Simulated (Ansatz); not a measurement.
**Ta: strong compression**

The task here is to estimate one member of a computed series from the others.

Method: DFT LDA, with the methods named in each step, in Ansatz 0.2.0.

## The system as given

Symmetry: Im-3m, No. 229, cubic system. The conventional cell has a = 3.303 Å, b = 3.303 Å, c = 3.303 Å, α = 90.00°, β = 90.00°, γ = 90.00°. Ta (site symmetry m-3m) has 8 Ta at 2.86 Å as nearest neighbours.

As a file:

```xyz
1
Lattice="-1.6516 1.6516 1.6516 1.6516 -1.6516 1.6516 1.6516 1.6516 -1.6516" Properties=species:S:1:pos:R:3 pbc="T T T"
Ta    0.0000    0.0000    0.0000
```

Whether this phase is the stable one at these pressures isn't tested.

Set-up of the first run:

Contents of input.yaml:

```yaml
crystal:
  lattice:
    - [-1.6515748661, 1.6515748661, 1.6515748661]
    - [1.6515748661, -1.6515748661, 1.6515748661]
    - [1.6515748661, 1.6515748661, -1.6515748661]
  atoms:
    - { symbol: Ta, position: [0.0, 0.0, 0.0] }
kpoints:
  mp_grid: { grid: [18, 18, 18] }
scf:
  occupations: { method: fermi_dirac, width: 0.08 }
hamiltonian:
  xc: lda
  pseudopotentials: { kind: paw }
output:
  forces: true
  stress: true
  write_density: true
  write_potential: true
  elf: true
  volumetric_format: npy
relax:
  f_tol: 0.005
  max_steps: 40
  cell: {}
```

Run with:

```bash
$ ansatz run input.yaml --threads 1 --pin off --max-ram 2048MiB --backend cpu --events-out ev --progress --plain --runs-dir out
```

Steps of the session up to this table: Cell relaxed at zero pressure, PAW; Volume scaled by 1, PAW; Volume scaled by 0.94, PAW; Volume scaled by 0.88, PAW; Volume scaled by 0.8, PAW; Volume scaled by 0.72, PAW; Volume scaled by 0.64, PAW; Volume scaled by 0.64, PAW (core large); Volume scaled by 0.55, PAW; Volume scaled by 0.45, PAW; Volume scaled by 0.45, PAW (cutoff 250 eV).

One of the session's tables, all rows but one given; the rest of the session is left out.

```
             method  volume over the first  volume (Å³/atom)  pressure (GPa)
                PAW                      1            17.215           -0.02
                PAW                   0.94            16.182           15.27
                PAW                   0.88            15.149           35.69
                PAW                    0.8                 ?               ?
                PAW                   0.72            12.395          131.09
                PAW                   0.64            11.018          224.05
                PAW                   0.55             9.468          410.02
                PAW                   0.45             7.747          827.61
   PAW (core large)                   0.64            11.018          224.05
PAW (cutoff 250 eV)                   0.45             7.747          832.13
```

Q: Estimate the row for PAW, 0.8 from the others.

The run gave: volume (Å³/atom): 13.772; pressure (GPa): 74.10. In the column «volume (Å³/atom)» it lies between PAW, 0.72 (12.395) and PAW, 0.88 (15.149).

To keep in mind: Warnings in the runs' records: datasets by core, cutoff below recommended.
